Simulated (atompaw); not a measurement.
**Pseudopotential generation for Al: PAW (atompaw), PBE**

Do these settings give a usable potential? It is generated, then checked for scattering, ghosts and hardness.

Method: atompaw 4.2.0.5, PBE, scalar-relativistic.

## (1) The atom and the settings

The settings as typed:

```
element                 : aluminium (Al, Z = 13)
type                    : PAW
frozen core             : [Ne]
valence charge          : 3
reference configuration : 3s1 3p0 (charge +2)
partial waves           : 3s (bound): rc 1.75 bohr; 3s channel at -1.25 Ry: rc 1.75 bohr; 3p (bound, empty): rc 1.80 bohr; 3p channel at -0.75 Ry: rc 1.80 bohr
local potential         : bessel scheme, radius 1.25 bohr
core correction         : smooth core density matched at 1.20 bohr
augmentation charge     : besselshape compensation charge, radius 1.35 bohr; PAW radius 1.80 bohr; waves and projectors: custom rrkj vanderbiltortho
```

The outer shells as boxes (Hund's rule for the drawing; the calculation is spin-unpolarised):

```
[Ne] core
3s [↑ ]
3p [  ][  ][  ]
```

## (2) Generating the potential

Al.input reads:

```
Al 13
GGA-PBE scalarrelativistic loggrid 1500 logderivrange -4 5 226
3 3 0 0 0 0
3 0 1
3 1 0
0 0 0
c
c
v
c
v
1
1.80 1.35 1.25 1.20
y
-1.25
n
y
-0.75
n
custom rrkj vanderbiltortho besselshape
bessel
1.75
1.75
1.80
1.80
PWSCFOUT
UPFDX 0.0125d0 UPFXMIN -7.d0 UPFZMESH 13.d0
END
```

Command:

```bash
$ atompaw < Al.input > Al.log
```

Q: Predict the outcome of this session. Wanted: cutoffs for 10 and 1 mRy, occupied levels; bound ghosts; largest phase difference near zero energy, channels read; lowest eigenvalue of the overlap; share of valence orbitals outside the PAW sphere; UPF file.

**Answer**, as computed:

```
                                                quantity             value
               cutoffs for 10 and 1 mRy, occupied levels    8 Ry and 12 Ry
                                            bound ghosts        none found
largest phase difference near zero energy, channels read         0.008 rad
         lowest eigenvalue of the overlap (Bessel basis)         0.500 (s)
        share of valence orbitals outside the PAW sphere  3s 67 %, 3p 79 %
                                                UPF file           written
```

In words: By its cutoff, 8 Ry for the looser tolerance, it is soft on the atom at that tolerance. No bound ghost shows below the valence levels. Near zero energy the phases of the channels with partial waves agree within 0.008 rad.
